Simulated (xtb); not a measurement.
**C3H6BCl (SMILES B/C=C/CCl): GFN2-xTB**

What is the solvation energy at fixed shape (ALPB, woctanol) of C3H6BCl at GFN2-xTB? 

Program for the calculation: xtb 6.7.1.

2 further runs of the same task are left out: 2 set aside as unsound or not needed.

## Step 1: Starting point

The species is C3H6BCl (11 atoms), meant as a singlet with charge 0. As SMILES, `B/C=C/CCl`. The shape was relaxed beforehand at GFN2-xTB. This is one conformer, not always the lowest.

Bond lengths: B1–C2 1.541 Å, C2–C3 1.339 Å, C3–C4 1.485 Å, C4–Cl5 1.801 Å, B1–H6 1.169 Å, B1–H7 1.169 Å, C2–H8 1.086 Å, C3–H9 1.082 Å, C4–H10 1.090 Å, C4–H11 1.091 Å. Some angles: B1–C2–C3 123.5°, C2–C3–C4 124.7°, C3–C4–Cl5 109.1°, B1–C2–H8 120.0°, C3–C2–H8 116.5°, C2–B1–H6 119.6°, C2–B1–H7 120.2°, C2–C3–H9 120.2°, C4–C3–H9 115.1°, C3–C4–H10 112.4°.

## Step 2: Energy and gradient at GFN2-xTB

Input file input.inp:

```
$chrg 0
$spin 0
$end
```

Input file geom.xyz:

```xyz
11
start
B     -0.88185000     1.41426000     1.41651000
C     -0.66820000     0.19377000     0.49958000
C      0.48855000    -0.07014000    -0.12009000
C      0.71336000    -1.21338000    -1.04116000
Cl     1.05377000    -0.58120000    -2.69307000
H      0.02273000     2.10753000     1.67591000
H     -1.94411000     1.65112000     1.84198000
H     -1.48670000    -0.49468000     0.31211000
H      1.33694000     0.58881000     0.00875000
H     -0.16087000    -1.85880000    -1.12296000
H      1.59168000    -1.79431000    -0.75696000
```

Started as:

```bash
$ xtb geom.xyz --input input.inp --json --grad | tee geom.out
```

The log of the run:

```text
* xtb version 6.7.1
[...]
          :  # basis functions                  32          :
[...]
          :  # electrons                        28          :
[...]
          :  Hamiltonian                  GFN2-xTB          :
[...]
          :  net charge                          0          :
          :  unpaired electrons                  0          :
[...]
   *** convergence criteria satisfied after 14 iterations ***
[...]
         ::                     SUMMARY                     ::
         :::::::::::::::::::::::::::::::::::::::::::::::::::::
         :: total energy             -15.219296466510 Eh    ::
         :: gradient norm              0.000451014701 Eh/a0 ::
         :: HOMO-LUMO gap              3.274062131290 eV    ::
         ::.................................................::
         :: SCC energy               -15.395085376346 Eh    ::
         :: -> isotropic ES            0.023844458198 Eh    ::
         :: -> anisotropic ES          0.003346419235 Eh    ::
         :: -> anisotropic XC          0.007235467441 Eh    ::
         :: -> dispersion             -0.006004051579 Eh    ::
         :: repulsion energy           0.175788909835 Eh    ::
         :: add. restraining           0.000000000000 Eh    ::
         :: total charge               0.000000000000 e     ::
         :::::::::::::::::::::::::::::::::::::::::::::::::::::
[...]
        14        2.0000           -0.4131354             -11.2420 (HOMO)
        15                         -0.2928158              -7.9679 (LUMO)
[...]
     #   Z          covCN         q      C6AA      α(0)
     1   5 B        2.785     0.229    17.884     7.070
     2   6 C        2.812    -0.108    30.704     9.079
     3   6 C        2.930    -0.015    28.388     8.738
     4   6 C        3.716     0.027    20.246     6.428
     5  17 Cl       0.929    -0.200   105.447    15.710
     6   1 H        0.939    -0.088     5.163     3.552
     7   1 H        0.939    -0.086     5.085     3.525
     8   1 H        0.925     0.038     2.476     2.461
     9   1 H        0.925     0.061     2.190     2.314
    10   1 H        0.925     0.069     2.092     2.262
    11   1 H        0.925     0.073     2.048     2.238
[...]
     #   Z sym  total        # sym  WBO       # sym  WBO       # sym  WBO
 ---------------------------------------------------------------------------
     1   5 B    3.188 --     2 C    1.081     7 H    0.983     6 H    0.981
                             3 C    0.108
     2   6 C    3.959 --     3 C    1.841     1 B    1.081     8 H    0.967
     3   6 C    3.981 --     2 C    1.841     4 C    1.045     9 H    0.963
                             1 B    0.108
     4   6 C    3.937 --     3 C    1.045    10 H    0.976    11 H    0.964
                             5 Cl   0.922
     5  17 Cl   0.999 --     4 C    0.922
     6   1 H    0.992 --     1 B    0.981
     7   1 H    0.992 --     1 B    0.983
     8   1 H    0.999 --     2 C    0.967
     9   1 H    0.996 --     3 C    0.963
    10   1 H    0.995 --     4 C    0.976
[...]
molecular dipole:
                 x           y           z       tot (Debye)
 q only:       -0.064      -0.347       0.673
   full:       -0.004      -0.486       0.457       1.696
molecular quadrupole (traceless):
[...]
          | TOTAL ENERGY              -15.219296466510 Eh   |
          | GRADIENT NORM               0.000451014701 Eh/α |
          | HOMO-LUMO GAP               3.274062131290 eV   |
           -------------------------------------------------
[...]
```

Standard error:

```text
normal termination of xtb
```

Run time: 0.082 s. Hardware: 1 thread of AMD EPYC 7R43 (Zen 3), shared host.

## Step 3: The charge distribution at GFN2-xTB (ALPB woctanol)

Input file struc.tmol:

```
$coord
     -1.666454983001      2.672564069013      2.676815952794  b
     -1.262714996475      0.366172231169      0.944069377341  c
      0.923225698186     -0.132545390381     -0.226937210306  c
      1.348055028263     -2.292955885098     -1.967507251915  c
      1.991336698347     -1.098308823632     -5.089164734446  cl
      0.042953474813      3.982654499433      3.167010909522  h
     -3.673835456146      3.120164598892      3.480837727038  h
     -2.809455829481     -0.934809719330      0.589802420757  h
      2.526450445057      1.112689639441      0.016535103590  h
     -0.304000241669     -3.512622920454     -2.122086848910  h
      3.007839278044     -3.390754482677     -1.430447087297  h
$end
```

Started as:

```bash
$ xtb struc.tmol --alpb woctanol --ceh -v | tee run.log
```

The log of the run:

```text
* xtb version 6.7.1
[...]
      * Solvation model:               ALPB
        Solvent                        woctanol
[...]
        Solvent mass                       1.3023E+02 g/mol
[...]
          :  # basis functions                  32          :
[...]
          :  # electrons                        28          :
[...]
          :  Hamiltonian                  GFN2-xTB          :
[...]
          :  net charge                          0          :
          :  unpaired electrons                  0          :
[...]
   *** convergence criteria satisfied after 14 iterations ***
[...]
         ::                     SUMMARY                     ::
         :::::::::::::::::::::::::::::::::::::::::::::::::::::
         :: total energy             -15.227829823359 Eh    ::
         :: total w/o Gsasa/hb       -15.220739186019 Eh    ::
         :: gradient norm              0.005464015321 Eh/a0 ::
         :: HOMO-LUMO gap              3.341364933912 eV    ::
         ::.................................................::
         :: HOMO orbital eigv.       -11.208198183546 eV    ::
         :: LUMO orbital eigv.        -7.866833249634 eV    ::
         ::.................................................::
         :: SCC energy               -15.403618733190 Eh    ::
         :: -> isotropic ES            0.026661312519 Eh    ::
         :: -> anisotropic ES          0.002746530574 Eh    ::
         :: -> anisotropic XC          0.007350916482 Eh    ::
         :: -> dispersion             -0.005982832409 Eh    ::
         :: -> Gsolv                  -0.009097239711 Eh    ::
         ::    -> Gelec               -0.002006602371 Eh    ::
[...]
        14        2.0000           -0.4118937             -11.2082 (HOMO)
        15                         -0.2891008              -7.8668 (LUMO)
[...]
     #   Z          covCN         q      C6AA      α(0)
     1   5 b        2.785     0.241    17.708     7.035
     2   6 c        2.812    -0.112    30.825     9.096
     3   6 c        2.930    -0.016    28.413     8.742
     4   6 c        3.716     0.019    20.383     6.450
     5  17 cl       0.929    -0.229   106.390    15.780
     6   1 h        0.939    -0.102     5.619     3.706
     7   1 h        0.939    -0.101     5.588     3.696
     8   1 h        0.925     0.048     2.343     2.394
     9   1 h        0.925     0.070     2.084     2.258
    10   1 h        0.925     0.086     1.914     2.163
    11   1 h        0.925     0.095     1.828     2.114
[...]
     #   Z sym  total        # sym  WBO       # sym  WBO       # sym  WBO
 ---------------------------------------------------------------------------
     1   5 b    3.195 --     2 c    1.090     7 h    0.980     6 h    0.979
                             3 c    0.111
     2   6 c    3.962 --     3 c    1.838     1 b    1.090     8 h    0.966
     3   6 c    3.980 --     2 c    1.838     4 c    1.045     9 h    0.962
                             1 b    0.111
     4   6 c    3.920 --     3 c    1.045    10 h    0.973    11 h    0.960
                             5 cl   0.911
     5  17 cl   0.985 --     4 c    0.911
     6   1 h    0.990 --     1 b    0.979
     7   1 h    0.990 --     1 b    0.980
     8   1 h    0.998 --     2 c    0.966
     9   1 h    0.995 --     3 c    0.962
    10   1 h    0.993 --     4 c    0.973
[...]
molecular dipole:
                 x           y           z       tot (Debye)
 q only:       -0.038      -0.499       0.709
   full:        0.020      -0.565       0.454       1.843
molecular quadrupole (traceless):
[...]
          | TOTAL ENERGY              -15.227829823359 Eh   |
          | GRADIENT NORM               0.005464015321 Eh/α |
          | HOMO-LUMO GAP               3.341364933912 eV   |
           -------------------------------------------------
[...]
```

Standard error:

```text
normal termination of xtb
```

It took 0.064 s on 1 thread of AMD EPYC 7R43 (Zen 3), shared host.

Atomic charges (e):

```
atom  Mulliken     Ceh
  B1    +0.241  +0.191
  C2    -0.112  -0.154
  C3    -0.016  +0.134
  C4    +0.019  -0.025
 Cl5    -0.229  -0.085
  H6    -0.102  -0.102
  H7    -0.101  -0.102
  H8    +0.048  +0.015
  H9    +0.070  +0.019
 H10    +0.086  +0.045
 H11    +0.095  +0.065
```

## Step 4: Results

At GFN2-xTB:

```
                                        quantity          value
                         gas phase: total energy   -15.21930 Eh
                        gas phase: dipole moment         1.70 D
                          gas phase: HOMO energy      -11.24 eV
                          gas phase: LUMO energy       -7.97 eV
                        gas phase: HOMO–LUMO gap        3.27 eV
                    gas phase: dispersion energy  -15.76 kJ/mol
             gas phase: largest force on an atom     0.012 eV/Å
       gas phase: mean polarisability (D4 model)     63.4 bohr³
                    ALPB, woctanol: total energy   -15.22783 Eh
                   ALPB, woctanol: dipole moment         1.84 D
                     ALPB, woctanol: HOMO energy      -11.21 eV
                     ALPB, woctanol: LUMO energy       -7.87 eV
                   ALPB, woctanol: HOMO–LUMO gap        3.34 eV
               ALPB, woctanol: dispersion energy  -15.71 kJ/mol
      ALPB, woctanol: solvent term in the energy   -23.9 kJ/mol
  ALPB, woctanol: mean polarisability (D4 model)     63.4 bohr³
energy change from gas to solvent at fixed shape      -0.232 eV
```

What this shows: The solvent model (ALPB, woctanol) lowers the energy by 0.23 eV (−22.4 kJ/mol) at the same shape. Mulliken charges (gas phase) run from -0.20 on Cl5 to +0.23 on B1. Mulliken charges (ALPB, woctanol) run from -0.23 on Cl5 to +0.24 on B1.
